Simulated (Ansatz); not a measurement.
**GeH2OF− (SMILES [O-][GeH2][F]): functionals against CCSD(T) at one geometry**

Aim: energy, forces and dipole at a structure displaced at random from a GFN2-xTB minimum, from CCSD(T) and from density functionals.

Computed with Ansatz 0.2.0, Gaussian basis. Level: single points in def2-TZVPPD.

Cores are frozen in the correlated methods. Filled d shells of the heavier atoms are correlated.

**1. The starting structure**

SMILES `[O-][GeH2][F]`, 5 atoms, charge -1, spin multiplicity 1.

Atoms are counted from 1 here; the program's logs count them from 0.

Bond lengths: O1–Ge2 1.671 Å, Ge2–F3 1.864 Å, Ge2–H4 1.572 Å, Ge2–H5 1.545 Å. Angles: O1–Ge2–F3 110.2°, O1–Ge2–H4 131.0°, O1–Ge2–H5 115.3°, F3–Ge2–H4 94.7°, F3–Ge2–H5 98.5°, H4–Ge2–H5 101.0°.

Coordinates:

```tsv
atom	x (Å)	y (Å)	z (Å)
O1	-0.6483	0.1655	1.6606
Ge2	0.0432	-0.1155	0.1658
F3	-0.8653	0.8365	-1.1540
H4	0.1626	-1.4330	-0.6830
H5	1.4483	0.4937	-0.0379
```

**2. CCSD(T)/def2-TZVPPD**

run/in.yaml

```yaml
crystal:
  periodic: [false, false, false]
  atoms:
    - {symbol: O, position_ang: [-0.648300, 0.165500, 1.660600]}
    - {symbol: Ge, position_ang: [0.043200, -0.115500, 0.165800]}
    - {symbol: F, position_ang: [-0.865300, 0.836500, -1.154000]}
    - {symbol: H, position_ang: [0.162600, -1.433000, -0.683000]}
    - {symbol: H, position_ang: [1.448300, 0.493700, -0.037900]}
basis:
  gaussian: {orbitals: "def2-TZVPPD.json"}
total_charge: -1
correlation: {method: ccsd_t}
output: {forces: true}
```

The basis file named in the input lies beside it (Basis Set Exchange, JSON).

The command line of these runs was not kept.

**3. PBE0-D4/def2-TZVPPD**

Changes to run/in.yaml since step 2:

```diff
@@ -11,3 +11,3 @@
 total_charge: -1
-correlation: {method: ccsd_t}
-output: {forces: true}
+hamiltonian: {xc: pbe0, dispersion: d4}
+output: {forces: true, orbitals: {seedname: orbitals}}
```

**4. wB97M-V/def2-TZVPPD**

Changes to run/in.yaml since step 3:

```diff
@@ -11,3 +11,3 @@
 total_charge: -1
-hamiltonian: {xc: pbe0, dispersion: d4}
-output: {forces: true, orbitals: {seedname: orbitals}}
+hamiltonian: {xc: {name: wB97M-V}}
+output: {forces: true}
```

**5. r2SCAN-D4/def2-TZVPPD**

Changes to run/in.yaml since step 4:

```diff
@@ -11,3 +11,3 @@
 total_charge: -1
-hamiltonian: {xc: {name: wB97M-V}}
+hamiltonian: {xc: r2scan, dispersion: d4}
 output: {forces: true}
```

**6. PBE-D4/def2-TZVPPD**

Changes to run/in.yaml since step 5:

```diff
@@ -11,3 +11,3 @@
 total_charge: -1
-hamiltonian: {xc: r2scan, dispersion: d4}
+hamiltonian: {xc: pbe, dispersion: d4}
 output: {forces: true}
```

**7. LC-wPBE/def2-TZVPPD**

Changes to run/in.yaml since step 6:

```diff
@@ -11,3 +11,3 @@
 total_charge: -1
-hamiltonian: {xc: pbe, dispersion: d4}
+hamiltonian: {xc: {name: LC-wPBE}}
 output: {forces: true}
```

**8. CAM-B3LYP-D4/def2-TZVPPD**

Changes to run/in.yaml since step 7:

```diff
@@ -11,3 +11,3 @@
 total_charge: -1
-hamiltonian: {xc: {name: LC-wPBE}}
+hamiltonian: {xc: {name: CAM-B3LYP}, dispersion: d4}
 output: {forces: true}
```

(Steps that only read results are left out.)

What does the calculation give? Wanted: RMS force component; RMS force error; HOMO and LUMO, PBE0-D4; T1 diagnostic.

The runs gave:

```
              quantity                                                                                                value
   RMS force component                                                                 0.464 to 0.527 eV/Å over the methods
       RMS force error  PBE0-D4 0.152, wB97M-V 0.102, r2SCAN-D4 0.106, PBE-D4 0.276, LC-wPBE 0.228, CAM-B3LYP-D4 0.144 eV/Å
HOMO and LUMO, PBE0-D4                                                                                    -1.61 and 4.48 eV
         T1 diagnostic                                                                                                0.017
```

What this shows: The forces of wB97M-V come nearest to CCSD(T), those of PBE-D4 are farthest. Frozen-core CCSD(T) forces in triple zeta carry basis errors of their own, and this is one geometry, so small gaps rank nothing.
